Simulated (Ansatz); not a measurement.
# Al: the cost of one run

Method: DFT PBE, scalar-relativistic, plane waves, PAW, in Ansatz 0.2.0.

### Step 1. The system as given

The structure is cubic, space group Fm-3m (No. 225). Conventional cell: a = 4.050 Å, b = 4.050 Å, c = 4.050 Å, α = 90.00°, β = 90.00°, γ = 90.00°. Al (site symmetry m-3m) has 12 Al at 2.86 Å in its first shell of neighbours.

As a file:

```
CELL_PARAMETERS angstrom
0.00000 2.02500 2.02500
2.02500 0.00000 2.02500
2.02500 2.02500 0.00000
ATOMIC_POSITIONS crystal
Al 0.00000 0.00000 0.00000
```

### Step 2. Relaxing cell and atoms: Al, no spin

Contents of input.yaml:

```yaml
crystal:
  lattice:
    - [0.0, 2.025, 2.025]
    - [2.025, 0.0, 2.025]
    - [2.025, 2.025, 0.0]
  atoms:
    - { symbol: Al, position: [0.0, 0.0, 0.0] }
scf:
  occupations: { method: gaussian, width: 0.1 }
output:
  forces: true
  stress: true
  eigenvalues: true
hamiltonian:
  xc: pbe
kpoints:
  mp_grid: { grid: [20, 20, 20] }
relax:
  f_tol: 0.005
  max_steps: 40
  cell: { stress_tol: 0.02 }
```

Command:

```console
$ ansatz run input.yaml --threads 4 --pin off --max-ram 12288MiB --backend cpu --events-out ev --progress --plain --runs-dir out
```

What time and memory should one allow on 4 threads of AMD EPYC 9R14 (Zen 4), shared host?

About 1.7 s, with a peak of 0.37 GiB.
